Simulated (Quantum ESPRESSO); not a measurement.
Write the native input for Quantum ESPRESSO 7.5 that does the following.

| Property | Result |
| --- | --- |
| Task | work function |
| Functional | revPBE |
| Potentials or basis | SG15 PBE 1.2 |
| Cutoff | 952 eV |
| Density cutoff | 3810 eV |
| k mesh | 10 × 10 × 1 |
| Occupations | fermi-dirac, width 0.05 eV |
| Spin | no spin polarisation |
| Boundary across the vacuum | none |
| Mixing mode | local-TF |
| Mixing beta | 0.3 |
| Most SCF iterations | 150 |
| SCF threshold | 1e-09 Ry |

The system is Pt, a sheet with vacuum.

```
CELL_PARAMETERS angstrom
2.52308 0.00000 0.00000
0.00000 2.52308 0.00000
0.00000 0.00000 23.80000
ATOMIC_POSITIONS crystal
Pt 0.00000 0.00000 0.29412
```

The cell was built by a generator and needn't be a form met in nature.

One way to write it, as run:

pw.in

```
&CONTROL
  calculation = 'scf'
  prefix = 'pwscf'
  outdir = './tmp'
  pseudo_dir = './pseudo'
  tprnfor = .true.
  disk_io = 'low'
/
&SYSTEM
  ibrav = 0
  celldm(1) = 8
  nat = 1
  ntyp = 1
  ecutwfc = 70
  nbnd = 15
  input_dft = 'revpbe'
  occupations = 'smearing'
  smearing = 'fd'
  degauss = 0.00367493
/
&ELECTRONS
  conv_thr = 1d-09
  electron_maxstep = 150
  mixing_beta = 0.3
  mixing_mode = 'local-TF'
/
ATOMIC_SPECIES
Pt   195.0840 Pt_ONCV_PBE-1.2.upf
CELL_PARAMETERS alat
  0.5959912738151  -0.0000000000000   0.0000000000000
 -0.0000000000000   0.5959912738151   0.0000000000000
  0.0000000000000   0.0000000000000   5.6219352207617
ATOMIC_POSITIONS crystal
Pt     0.0000000000    0.0000000000    0.2941200000
K_POINTS automatic
10 10 1 0 0 0
```

pp_density.in

```
&INPUTPP
  prefix = 'pwscf'
  outdir = './tmp'
  filplot = 'density.dat'
  plot_num = 0
/
&PLOT
  nfile = 1
  filepp(1) = 'density.dat'
  iflag = 3
  output_format = 6
  fileout = 'density.cube'
/
```

pp_potential.in

```
&INPUTPP
  prefix = 'pwscf'
  outdir = './tmp'
  filplot = 'potential.dat'
  plot_num = 11
/
&PLOT
  nfile = 1
  filepp(1) = 'potential.dat'
  iflag = 3
  output_format = 6
  fileout = 'potential.cube'
/
```

pp_elf.in

```
&INPUTPP
  prefix = 'pwscf'
  outdir = './tmp'
  filplot = 'elf.dat'
  plot_num = 8
/
&PLOT
  nfile = 1
  filepp(1) = 'elf.dat'
  iflag = 3
  output_format = 6
  fileout = 'elf.cube'
/
```

Potentials or basis: SG15 PBE 1.2.

Launch:

```console
$ OMP_NUM_THREADS=1 mpirun -n 2 pw.x -nk 2 -in pw.in > pw.out
$ OMP_NUM_THREADS=1 mpirun -n 1 pp.x -in pp_density.in > pp_density.out
$ OMP_NUM_THREADS=1 mpirun -n 1 pp.x -in pp_potential.in > pp_potential.out
$ OMP_NUM_THREADS=1 mpirun -n 1 pp.x -in pp_elf.in > pp_elf.out
```

Results of the run:

* Band gap on the k mesh: none (metal or under the smearing width)
* Work function of the upper face: 6.13 eV
* Work function of the lower face: 6.13 eV

Wall time 38 s on 2 MPI ranks on Intel(R) Xeon(R) 6975P-C (Granite Rapids) (shared host), peak memory 0.32 GiB a rank.
